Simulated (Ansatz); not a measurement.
# CH3ClF2Si: a ladder of functionals and wavefunction methods

How much do the methods differ for CH3ClF2Si? The plan is to run it at one geometry with functionals of several rungs and with coupled cluster, and see how far each lands from CCSD(T) at the basis-set limit for the atomisation energy.

The runs use Ansatz 0.2.0, Gaussian basis; functionals in def2-TZVPP, the program's frozen cores in correlated methods.

The runs, in order: LDA (SPW92), PBE-D4, revPBE-D4, BLYP-D4, r2SCAN-D4, B97M-V, PBE0-D4, B3LYP-D4, r2SCANh-D4, r2SCAN0-D4, HSE06-D4, BHLYP-D4, CAM-B3LYP-D4, LC-ωPBE, ωB97X-V, ωB97M-V, B2PLYP, PBE-QIDH; CCSD(T)/def2-SVP; CCSD(T)/def2-TZVPP; MP2/def2-QZVPP; extrapolation to the limit; RPA on PBE.

## Step 1: The geometry

The geometry comes from an earlier relaxation with PBE0-D4 in a triple-zeta def2 set; it is a stationary point, not always the lowest conformer.

SMILES `C[Si](F)(F)Cl`, 8 atoms, charge 0, spin multiplicity 1.

Atoms are counted from 1 here; the program's logs count them from 0.

Bond lengths: C1–Si2 1.832 Å, C1–H6 1.092 Å, C1–H7 1.092 Å, C1–H8 1.092 Å, Si2–F3 1.582 Å, Si2–F4 1.582 Å, Si2–Cl5 2.029 Å. Angles: Si2–C1–H6 110.1°, Si2–C1–H7 110.4°, Si2–C1–H8 110.4°, H6–C1–H7 108.7°, H6–C1–H8 108.7°, H7–C1–H8 108.5°, C1–Si2–F3 111.0°, C1–Si2–F4 111.0°, C1–Si2–Cl5 112.6°, F3–Si2–F4 106.6°, F3–Si2–Cl5 107.7°, F4–Si2–Cl5 107.7°.

## Step 2: LDA

This LDA is Slater exchange with PW92 correlation.

Contents of in.yaml:

```yaml
crystal:
  periodic: [false, false, false]
  atoms:
    - {symbol: C, position_ang: [-0.808527, -0.299042, 0.512232]}
    - {symbol: Si, position_ang: [0.690598, 0.151390, -0.439162]}
    - {symbol: F, position_ang: [1.986962, -0.472288, 0.219057]}
    - {symbol: F, position_ang: [0.616165, -0.415564, -1.914223]}
    - {symbol: Cl, position_ang: [0.963118, 2.158495, -0.560944]}
    - {symbol: H, position_ang: [-0.917118, -1.385377, 0.549758]}
    - {symbol: H, position_ang: [-0.740189, 0.080447, 1.533393]}
    - {symbol: H, position_ang: [-1.698810, 0.124839, 0.044089]}
basis:
  gaussian: {orbitals: def2-TZVPP}
hamiltonian: {xc: lda}
output: {orbitals: {seedname: orbitals}}
```

Launch:

```bash
$ ansatz run in.yaml --threads 4 --pin off --events-out ev --progress --plain --max-ram 10444MiB
```

The runs that follow: PBE-D4 (GGA); revPBE-D4 (GGA); BLYP-D4 (GGA); r2SCAN-D4 (meta-GGA); B97M-V (meta-GGA); B3LYP-D4 (hybrid); r2SCANh-D4 (hybrid); r2SCAN0-D4 (hybrid); HSE06-D4 (hybrid); BHLYP-D4 (hybrid); CAM-B3LYP-D4 (range-separated); LC-ωPBE (range-separated); ωB97X-V (range-separated); ωB97M-V (range-separated); B2PLYP (double hybrid); PBE-QIDH (double hybrid); CCSD(T) in def2-SVP; CCSD(T) in def2-TZVPP; MP2 in def2-QZVPP; RPA on PBE orbitals.

**Question.** What will the summary of the whole plan be? Wanted: atomisation energy, CCSD(T)/CBS; farthest beyond LDA; mean size of error, GGA; mean size of error, meta-GGA; mean size of error, hybrid; mean size of error, range-separated; mean size of error, double hybrid; gap, smallest and largest; T1 diagnostic.

**Answer**, as computed:

```
                               quantity                                              value
        atomisation energy, CCSD(T)/CBS                                          33.547 eV
    functionals within 0.168 eV (0.5 %)  r2SCAN-D4, B97M-V, CAM-B3LYP-D4, ωB97X-V, ωB97M-V
                    farthest beyond LDA                               BHLYP-D4 (-1.258 eV)
                mean size of error, GGA                                           0.451 eV
           mean size of error, meta-GGA                                           0.020 eV
             mean size of error, hybrid                                           0.523 eV
    mean size of error, range-separated                                           0.121 eV
      mean size of error, double hybrid                                           0.429 eV
              gap, smallest and largest              8.05 eV (BLYP-D4), 15.52 eV (LC-ωPBE)
                          T1 diagnostic                                             0.0105
triples share of the correlation energy                                              3.3 %
```

What this shows: LDA overbinds by 4.330 eV (13 %). PBE-D4 is off by +0.207 eV. Double hybrids carry the basis error of their MP2 part in triple zeta, and no dispersion term here, so their miss is partly the set-up's. The rungs meta-GGA, range-separated miss on average by less than the doubt on the reference (0.168 eV), so they tie. Misses under about 0.168 eV are within the doubt on the reference itself, which lacks core-valence correlation, relativity and higher excitations. Hartree-Fock recovers 76 % of the binding; the rest is correlation. CCSD(T) in def2-SVP is off by -2.566 eV, which most functionals beat. Orbital gaps span 8.0 to 15.5 eV; exact exchange widens them.
